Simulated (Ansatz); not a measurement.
**CH5AlClGa: small, medium and large basis sets**

One table from this session's results is given with a row withheld; the runs are named, their logs left out.

The runs use Ansatz 0.2.0, Gaussian basis; one geometry, several basis sets.

The runs, in order: PBE0-D4/def2-SVP; ωB97M-V/def2-SVP; PBE0-D4/def2-QZVPP; ωB97M-V/def2-QZVPP; the functionals' def2-TZVPP values are taken from earlier runs.

## Structure used throughout

All runs share one geometry, relaxed beforehand with PBE0-D4 in a triple-zeta def2 set.

SMILES `[CH3][Al]([Cl])[GaH2]`, 9 atoms, charge 0, spin multiplicity 1.

Atoms are counted from 1 here; the program's logs count them from 0.

Bond lengths: C1–Al2 1.946 Å, C1–H5 1.093 Å, C1–H6 1.095 Å, C1–H7 1.095 Å, Al2–Cl3 2.122 Å, Al2–Ga4 2.513 Å, Ga4–H8 1.578 Å, Ga4–H9 1.578 Å. Angles: Al2–C1–H5 113.1°, Al2–C1–H6 110.3°, Al2–C1–H7 110.1°, H5–C1–H6 108.2°, H5–C1–H7 108.1°, H6–C1–H7 106.8°, C1–Al2–Cl3 115.7°, C1–Al2–Ga4 130.8°, Cl3–Al2–Ga4 113.5°, Al2–Ga4–H8 122.4°, Al2–Ga4–H9 122.4°, H8–Ga4–H9 115.3°.

Set-up of the first run:

File in.yaml:

```yaml
crystal:
  periodic: [false, false, false]
  atoms:
    - {symbol: C, position_ang: [0.085045, 1.276104, -1.282425]}
    - {symbol: Al, position_ang: [0.558303, 0.096722, 0.191749]}
    - {symbol: Cl, position_ang: [2.521012, 0.329725, 0.963173]}
    - {symbol: Ga, position_ang: [-0.772264, -1.688175, 1.357327]}
    - {symbol: H, position_ang: [-0.941260, 1.137288, -1.630507]}
    - {symbol: H, position_ang: [0.207280, 2.322716, -0.985239]}
    - {symbol: H, position_ang: [0.757539, 1.107957, -2.130232]}
    - {symbol: H, position_ang: [-0.761389, -3.193951, 0.884923]}
    - {symbol: H, position_ang: [-1.654265, -1.388396, 2.631231]}
basis:
  gaussian: {orbitals: def2-SVP}
hamiltonian: {xc: pbe0, dispersion: d4}
output: {orbitals: {seedname: orbitals}}
```

Command:

```sh
ansatz run in.yaml --threads 2 --pin off --events-out ev --progress --plain --max-ram 32768MiB --backend cpu
```

Among the steps run: PBE0-D4 in def2-SVP; ωB97M-V in def2-SVP; PBE0-D4 in def2-QZVPP; ωB97M-V in def2-QZVPP.

One table of the session follows, with a row left open; its other results are not shown here.

It belongs to the step «Functionals by basis». 

| functional | basis | HOMO (eV) | LUMO (eV) |
| --- | --- | --- | --- |
| PBE0-D4 | def2-SVP | -6.97 | -2.17 |
| PBE0-D4 | def2-TZVPP | -7.01 | -2.20 |
| PBE0-D4 | def2-QZVPP | -7.03 | -2.22 |
| ωB97M-V | def2-SVP | -8.91 | -0.42 |
| ωB97M-V | def2-TZVPP | ? | ? |
| ωB97M-V | def2-QZVPP | -9.00 | -0.60 |

**Question.** Estimate the row for ωB97M-V, def2-TZVPP.

The run gave: HOMO (eV): -8.98; LUMO (eV): -0.48. In the column «HOMO (eV)» it lies between ωB97M-V, def2-QZVPP (-9.00) and ωB97M-V, def2-SVP (-8.91).
